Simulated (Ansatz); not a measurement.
# Sn2Ir: the cost of one run

Program: Ansatz 0.2.0. Level of theory: DFT LDA, scalar-relativistic. These are calculated values, not measurements.

**1. The structure to begin with**

It takes space group Fm-3m (No. 225, cubic). Conventional cell: a = 6.338 Å, b = 6.338 Å, c = 6.338 Å, α = 90.00°, β = 90.00°, γ = 90.00°. Sn (site symmetry -43m) is surrounded by 4 Ir at 2.74 Å. Ir (site symmetry m-3m) is surrounded by 8 Sn at 2.74 Å.

Coordinates:

```cif
data_structure
_symmetry_space_group_name_H-M 'Fm-3m'
_symmetry_Int_Tables_number 225
_cell_length_a 6.3380
_cell_length_b 6.3380
_cell_length_c 6.3380
_cell_angle_alpha 90.000
_cell_angle_beta 90.000
_cell_angle_gamma 90.000
_cell_volume 254.60
loop_
_atom_site_label
_atom_site_type_symbol
_atom_site_symmetry_multiplicity
_atom_site_Wyckoff_symbol
_atom_site_fract_x
_atom_site_fract_y
_atom_site_fract_z
_atom_site_occupancy
Sn1 Sn 8 c 0.25000 0.75000 0.75000 1
Ir1 Ir 4 a 0.00000 0.00000 0.00000 1
```

The file gives the conventional cell by its symmetry; the runs use the cell typed in the input.

Atoms are numbered in the order of the input: Sn1, Sn2, Ir3.

**2. After the deformation**

Space group Fm-3m before, R-3m after.

**3. Full-potential LAPW**

The input, input.yaml:

```yaml
crystal:
  lattice:
    - [0.03169, 3.184845, 3.184845]
    - [3.184845, 0.03169, 3.184845]
    - [3.184845, 3.184845, 0.03169]
  atoms:
    - { symbol: Sn, position: [0.25, 0.25, 0.25] }
    - { symbol: Sn, position: [0.75, 0.75, 0.75] }
    - { symbol: Ir, position: [0.0, 0.0, 0.0] }
kpoints:
  mp_grid: { grid: [10, 10, 10] }
  band_path:
    path:
      - [0.0, 0.0, 0.0]
      - [0.5, 0.5, 0.5]
      - [0.247543133, 0.5, 0.752456867]
      - [-0.247543133, 0.247543133, 0.5]
      - [0.0, 0.0, 0.5]
      - [0.0, 0.0, 0.0]
      - [-0.3737715665, 0.0, 0.3737715665]
      - [0.0, 0.3737715665, 0.6262284335]
      - [0.0, 0.5, 0.5]
    npoints: 5
scf:
  occupations: { method: fermi_dirac, width: 0.03 }
hamiltonian:
  xc: lda
  pseudopotentials: { kind: all_electron, lapw: { basis_error: 0.001 } }
output:
  forces: true
  stress: true
  eigenvalues: true
```

Command:

```bash
> ansatz run input.yaml --threads 1 --pin off --max-ram 4096MiB --backend cpu --events-out ev --progress --plain --runs-dir out
```

Q: Estimate wall time and peak memory on 1 thread of Arm Neoverse V1, shared host.

About 1.9 min, with a peak of 0.94 GiB.
